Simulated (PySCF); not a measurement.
# CH5FOSi: electronic excitations at several levels of theory, part 2 of 2

PySCF 2.14.0. Atoms count from 0.

## 6. TDDFT and polarisability: PBE0/def2-TZVP

What the job is given:

```
{"job": {"kind": "uv", "xc": "PBE0", "basis": "def2-TZVP"}, "charge": 0, "multiplicity": 1}
C     -1.403256    -0.061069    -0.665947
O     -0.151863     0.572251    -0.690250
Si     1.226380     0.007352     0.003072
F      1.775034    -1.286586    -0.807357
H     -2.178911     0.677316    -0.917453
H     -1.638263    -0.479838     0.330029
H     -1.452791    -0.879370    -1.404082
H      2.233989     1.086617    -0.095603
H      0.964890    -0.449793     1.396318
```

Level: TDDFT PBE0/def2-TZVP, vertical, gas phase, core orbitals frozen in the response.

Output:

```text
coarse grid: 7984 points
cycle   1  E = -505.4138082665  dE =  2.341e-01  |g| = 7.987e-01  |ddm| = 2.149e+00
cycle   2  E = -505.2355790918  dE =  1.782e-01  |g| = 1.302e+00  |ddm| = 1.053e+00
cycle   3  E = -505.5190973484  dE = -2.835e-01  |g| = 5.935e-02  |ddm| = 6.993e-01
cycle   4  E = -505.5193855983  dE = -2.882e-04  |g| = 4.683e-02  |ddm| = 4.840e-02
cycle   5  E = -505.5197161289  dE = -3.305e-04  |g| = 8.812e-03  |ddm| = 2.357e-02
cycle   6  E = -505.5197275102  dE = -1.138e-05  |g| = 7.190e-04  |ddm| = 4.525e-03
cycle   7  E = -505.5197276032  dE = -9.307e-08  |g| = 3.475e-04  |ddm| = 7.904e-04
final grid: 72808 points
cycle   8  E = -505.5201073519  dE = -2.886e-05  |g| = 8.141e-03  |ddm| = 2.137e-02
cycle   9  E = -505.5200949223  dE =  1.243e-05  |g| = 1.178e-02  |ddm| = 8.329e-03
cycle  10  E = -505.5201185796  dE = -2.366e-05  |g| = 1.157e-03  |ddm| = 5.323e-03
cycle  11  E = -505.5201188485  dE = -2.689e-07  |g| = 1.314e-04  |ddm| = 6.977e-04
cycle  12  E = -505.5201188524  dE = -3.875e-09  |g| = 2.425e-05  |ddm| = 8.991e-05
cycle  13  E = -505.5201188525  dE = -9.766e-11  |g| = 7.596e-06  |ddm| = 1.869e-05
converged SCF energy = -505.5201188525

Static polarisability (au): isotropic 39.985, principal 36.085 37.942 45.928

Singlet excitations
state   eV       nm        f      main configurations
  1   7.9704    155.6   0.00678   H->L+1 0.66, H->L 0.31
  2   8.0655    153.7   0.01927   H->L 0.54, H->L+1 0.30
  3   8.3003    149.4   0.00379   H-1->L 0.76, H-1->L+1 0.18
  4   8.4660    146.4   0.04106   H-1->L+1 0.72, H-1->L 0.13, H->L 0.10
  5   9.0044    137.7   0.00405   H-2->L 0.80, H->L+2 0.13
  6   9.0687    136.7   0.05213   H->L+2 0.79, H-2->L 0.15
  7   9.2080    134.6   0.02225   H-2->L+1 0.87
  8   9.4926    130.6   0.06829   H-1->L+2 0.90
  9   9.6923    127.9   0.01533   H->L+3 0.93
 10  10.0914    122.9   0.06986   H-1->L+3 0.82

Triplet excitations (Tamm-Dancoff, eV): 7.5441 7.6510 7.9002 7.9487
```

Wall time 12 s (1 thread of Arm Neoverse V2, shared host); peak memory 0.68 GiB.

Key values: HOMO -8.73 eV, LUMO 0.68 eV; lowest singlet 7.97 eV.

## 7. TDDFT and polarisability: PBE0/aug-cc-pVDZ

Settings changed since step 6:

```diff
@@ -1,2 +1,2 @@
-{"job": {"kind": "uv", "xc": "PBE0", "basis": "def2-TZVP"}, "charge": 0, "multiplicity": 1}
+{"job": {"kind": "uv", "xc": "PBE0", "basis": "aug-cc-pVDZ"}, "charge": 0, "multiplicity": 1}
 C     -1.403256    -0.061069    -0.665947
```

With the program's defaults for keys left out, this is: TDDFT PBE0/aug-cc-pVDZ, vertical, gas phase, core orbitals frozen in the response.

Output:

```text
coarse grid: 7984 points
cycle   1  E = -505.3224291213  dE =  2.754e-01  |g| = 7.339e-01  |ddm| = 6.160e+00
cycle   2  E = -505.1588426880  dE =  1.636e-01  |g| = 1.198e+00  |ddm| = 2.408e+00
cycle   3  E = -505.4198749199  dE = -2.610e-01  |g| = 5.937e-02  |ddm| = 1.427e+00
cycle   4  E = -505.4202179813  dE = -3.431e-04  |g| = 4.631e-02  |ddm| = 1.443e-01
cycle   5  E = -505.4205791182  dE = -3.611e-04  |g| = 6.925e-03  |ddm| = 6.003e-02
cycle   6  E = -505.4205877965  dE = -8.678e-06  |g| = 8.508e-04  |ddm| = 1.336e-02
final grid: 72808 points
cycle   7  E = -505.4262383436  dE = -8.022e-06  |g| = 6.843e-03  |ddm| = 5.209e-02
cycle   8  E = -505.4262289784  dE =  9.365e-06  |g| = 9.943e-03  |ddm| = 2.266e-02
cycle   9  E = -505.4262473051  dE = -1.833e-05  |g| = 1.005e-03  |ddm| = 1.257e-02
cycle  10  E = -505.4262475354  dE = -2.303e-07  |g| = 9.859e-05  |ddm| = 1.681e-03
cycle  11  E = -505.4262475375  dE = -2.130e-09  |g| = 3.380e-05  |ddm| = 2.480e-04
cycle  12  E = -505.4262475377  dE = -1.685e-10  |g| = 1.729e-05  |ddm| = 7.652e-05
converged SCF energy = -505.4262475377

Static polarisability (au): isotropic 43.545, principal 39.389 41.137 50.107

Singlet excitations
state   eV       nm        f      main configurations
  1   7.4949    165.4   0.00497   H->L 0.82, H->L+2 0.12
  2   7.6726    161.6   0.02315   H->L+1 0.85
  3   7.8816    157.3   0.01504   H->L+2 0.41, H-1->L 0.30, H->L+3 0.10
  4   7.9275    156.4   0.03815   H-1->L 0.49, H->L+2 0.28
  5   7.9918    155.1   0.02053   H-1->L+1 0.82
  6   8.3155    149.1   0.04031   H-1->L+2 0.59, H->L+3 0.12, H-1->L+3 0.09
  7   8.3520    148.4   0.00343   H->L+3 0.67, H->L+2 0.14
  8   8.5102    145.7   0.01789   H->L+4 0.95
  9   8.6624    143.1   0.04146   H-1->L+3 0.55, H-2->L 0.21, H-1->L+2 0.10
 10   8.7148    142.3   0.00542   H-2->L+1 0.77, H-1->L+3 0.10

Triplet excitations (Tamm-Dancoff, eV): 7.2655 7.3057 7.6210 7.6444
```

It took 11 s on 1 thread of Arm Neoverse V2, shared host; peak memory 0.63 GiB.

In short: HOMO -8.70 eV, LUMO -0.04 eV; lowest singlet 7.49 eV.

## 8. TDDFT and polarisability: PBE0/def2-TZVPD

Settings changed since step 7:

```diff
@@ -1,2 +1,2 @@
-{"job": {"kind": "uv", "xc": "PBE0", "basis": "aug-cc-pVDZ"}, "charge": 0, "multiplicity": 1}
+{"job": {"kind": "uv", "xc": "PBE0", "basis": "def2-TZVPD"}, "charge": 0, "multiplicity": 1}
 C     -1.403256    -0.061069    -0.665947
```

With the program's defaults for keys left out, this is: TDDFT PBE0/def2-TZVPD, vertical, gas phase, core orbitals frozen in the response.

Output:

```text
coarse grid: 7984 points
cycle   1  E = -505.4151996458  dE =  2.354e-01  |g| = 7.996e-01  |ddm| = 2.307e+00
cycle   2  E = -505.2295794216  dE =  1.856e-01  |g| = 1.317e+00  |ddm| = 1.140e+00
cycle   3  E = -505.5206982395  dE = -2.911e-01  |g| = 6.079e-02  |ddm| = 7.056e-01
cycle   4  E = -505.5210154432  dE = -3.172e-04  |g| = 4.728e-02  |ddm| = 5.907e-02
cycle   5  E = -505.5213527741  dE = -3.373e-04  |g| = 9.430e-03  |ddm| = 2.604e-02
cycle   6  E = -505.5213657756  dE = -1.300e-05  |g| = 8.165e-04  |ddm| = 6.886e-03
cycle   7  E = -505.5213659027  dE = -1.272e-07  |g| = 3.414e-04  |ddm| = 1.187e-03
final grid: 72808 points
cycle   8  E = -505.5217627328  dE = -3.034e-05  |g| = 8.144e-03  |ddm| = 7.892e-02
cycle   9  E = -505.5217500526  dE =  1.268e-05  |g| = 1.185e-02  |ddm| = 9.584e-03
cycle  10  E = -505.5217739412  dE = -2.389e-05  |g| = 1.184e-03  |ddm| = 5.696e-03
cycle  11  E = -505.5217742236  dE = -2.824e-07  |g| = 1.327e-04  |ddm| = 7.979e-04
cycle  12  E = -505.5217742275  dE = -3.949e-09  |g| = 2.545e-05  |ddm| = 1.103e-04
cycle  13  E = -505.5217742276  dE = -1.057e-10  |g| = 8.566e-06  |ddm| = 2.574e-05
converged SCF energy = -505.5217742276

Static polarisability (au): isotropic 43.369, principal 39.299 41.038 49.768

Singlet excitations
state   eV       nm        f      main configurations
  1   7.6498    162.1   0.00206   H->L 0.74, H->L+1 0.18
  2   7.8018    158.9   0.02199   H->L+1 0.68, H->L 0.16
  3   8.0244    154.5   0.00897   H-1->L 0.51, H-1->L+1 0.36
  4   8.1050    153.0   0.03155   H-1->L+1 0.54, H-1->L 0.31, H->L+1 0.09
  5   8.2131    151.0   0.03546   H->L+2 0.81
  6   8.5864    144.4   0.02862   H-1->L+2 0.78
  7   8.7014    142.5   0.00776   H->L+3 0.74, H-2->L 0.12
  8   8.7696    141.4   0.01449   H-2->L+1 0.53, H-2->L 0.30, H->L+3 0.10
  9   8.8848    139.5   0.05259   H-2->L 0.41, H-2->L+1 0.36
 10   9.0279    137.3   0.00625   H-1->L+3 0.76, H-2->L+2 0.12

Triplet excitations (Tamm-Dancoff, eV): 7.3644 7.3888 7.6853 7.7161
```

It took 18 s on 1 thread of Arm Neoverse V2, shared host; peak memory 0.75 GiB.

This run: HOMO -8.76 eV, LUMO 0.20 eV; lowest singlet 7.65 eV.

## 9. TDDFT and polarisability: PBE0/6-31+G*

Settings changed since step 8:

```diff
@@ -1,2 +1,2 @@
-{"job": {"kind": "uv", "xc": "PBE0", "basis": "def2-TZVPD"}, "charge": 0, "multiplicity": 1}
+{"job": {"kind": "uv", "xc": "PBE0", "basis": "6-31+G*"}, "charge": 0, "multiplicity": 1}
 C     -1.403256    -0.061069    -0.665947
```

With the program's defaults for keys left out, this is: TDDFT PBE0/6-31+G*, vertical, gas phase, core orbitals frozen in the response.

Output:

```text
coarse grid: 7984 points
cycle   1  E = -505.3288894158  dE =  2.471e-01  |g| = 7.158e-01  |ddm| = 2.527e+00
cycle   2  E = -505.1772926817  dE =  1.516e-01  |g| = 1.161e+00  |ddm| = 1.388e+00
cycle   3  E = -505.4231141537  dE = -2.458e-01  |g| = 5.311e-02  |ddm| = 9.022e-01
cycle   4  E = -505.4233684690  dE = -2.543e-04  |g| = 4.260e-02  |ddm| = 6.731e-02
cycle   5  E = -505.4236730642  dE = -3.046e-04  |g| = 6.252e-03  |ddm| = 2.893e-02
cycle   6  E = -505.4236802059  dE = -7.142e-06  |g| = 7.732e-04  |ddm| = 5.975e-03
final grid: 72808 points
cycle   7  E = -505.3953644554  dE = -6.466e-06  |g| = 6.750e-03  |ddm| = 1.650e-02
cycle   8  E = -505.3953553359  dE =  9.120e-06  |g| = 9.795e-03  |ddm| = 1.038e-02
cycle   9  E = -505.3953733835  dE = -1.805e-05  |g| = 9.258e-04  |ddm| = 6.458e-03
cycle  10  E = -505.3953735801  dE = -1.966e-07  |g| = 7.490e-05  |ddm| = 7.755e-04
cycle  11  E = -505.3953735810  dE = -9.508e-10  |g| = 4.107e-05  |ddm| = 1.186e-04
cycle  12  E = -505.3953735813  dE = -2.429e-10  |g| = 1.599e-05  |ddm| = 3.578e-05
converged SCF energy = -505.3953735813

Static polarisability (au): isotropic 37.937, principal 34.103 36.434 43.275

Singlet excitations
state   eV       nm        f      main configurations
  1   7.7273    160.4   0.00271   H->L+1 0.88, H->L+2 0.08
  2   7.8219    158.5   0.02473   H->L 0.88
  3   8.0807    153.4   0.00154   H-1->L+1 0.56, H-1->L 0.27
  4   8.1453    152.2   0.03334   H-1->L 0.51, H->L+2 0.20, H-1->L+1 0.12
  5   8.1826    151.5   0.04295   H->L+2 0.55, H-1->L+1 0.20, H-1->L 0.10
  6   8.5714    144.6   0.05113   H-1->L+2 0.78, H-1->L+1 0.10
  7   8.6837    142.8   0.00794   H->L+3 0.84, H->L+2 0.08
  8   8.8393    140.3   0.00833   H-2->L 0.88
  9   8.9592    138.4   0.03302   H->L+4 0.85
 10   8.9866    138.0   0.02629   H-1->L+3 0.54, H-2->L+1 0.30

Triplet excitations (Tamm-Dancoff, eV): 7.4224 7.4870 7.7958 7.8528
```

Wall time 5.7 s (1 thread of Arm Neoverse V2, shared host); peak memory 0.45 GiB.

In short: HOMO -8.76 eV, LUMO 0.27 eV; lowest singlet 7.73 eV.

## 10. Side by side: electronic excitations

Excitations and ground-state properties, with basis size and wall time:

| run | lowest singlet (eV) | brightest (eV) | f | gap (eV) | α (Å³) | μ (D) | functions | time |
| --- | --- | --- | --- | --- | --- | --- | --- | --- |
| wB97X-D/def2-SVPD | 8.20 | 9.52 | 0.134 | 12.87 | 6.28 | 1.67 | 130 | 51 s |
| LC-wPBE/def2-SVPD | 8.52 | 9.87 | 0.159 | 13.85 | 6.19 | 1.69 | 130 | 45 s |
| PBE0/6-31G* | 8.29 | 10.52 | 0.051 | 9.74 | 4.94 | 1.59 | 70 | 4.2 s |
| PBE0/def2-SVP | 8.42 | 10.04 | 0.067 | 9.95 | 5.16 | 1.62 | 85 | 5.1 s |
| PBE0/def2-TZVP | 7.97 | 10.09 | 0.070 | 9.41 | 5.93 | 1.58 | 160 | 12 s |
| PBE0/aug-cc-pVDZ | 7.49 | 8.66 | 0.041 | 8.66 | 6.45 | 1.60 | 141 | 11 s |
| PBE0/def2-TZVPD | 7.65 | 8.88 | 0.053 | 8.97 | 6.43 | 1.58 | 205 | 18 s |
| PBE0/6-31+G* | 7.73 | 8.57 | 0.051 | 9.03 | 5.62 | 1.73 | 86 | 5.7 s |

## 11. Outcome

This closing draws on all 2 parts.

```
                                quantity                        value
      lowest singlet (wB97X-D/def2-SVPD)  8.20 eV (151 nm), f = 0.004
brightest single state of those computed  state 8, 9.52 eV, f = 0.134
                          lowest triplet                      7.93 eV
       vertical ionisation energy (ΔSCF)                     11.24 eV
             range of the lowest singlet              7.49 to 8.52 eV
```

**Reading.** Single values in the summary come from the first run of each kind that ended normally (wB97X-D/def2-SVPD), which need not be the best level. The first singlet state (HOMO→LUMO 0.67, HOMO→LUMO+1 0.16) lies at 8.20 eV and is weak; of the 10 states computed, the strongest absorption comes from state 8 at 9.52 eV. The lowest triplet lies 0.27 eV below the lowest singlet (triplets in Tamm-Dancoff, singlets in full TDDFT). The orbital energy would give 10.72 eV for ionisation, ΔSCF gives 11.24 eV. The lowest singlet runs from 7.49 eV (PBE0/aug-cc-pVDZ) to 8.52 eV (LC-wPBE/def2-SVPD), while the orbital gap spans 8.66 to 13.85 eV. The lowest state need not be the same one in every run. The runs solved for a few states only, so the brightest column depends on that window.
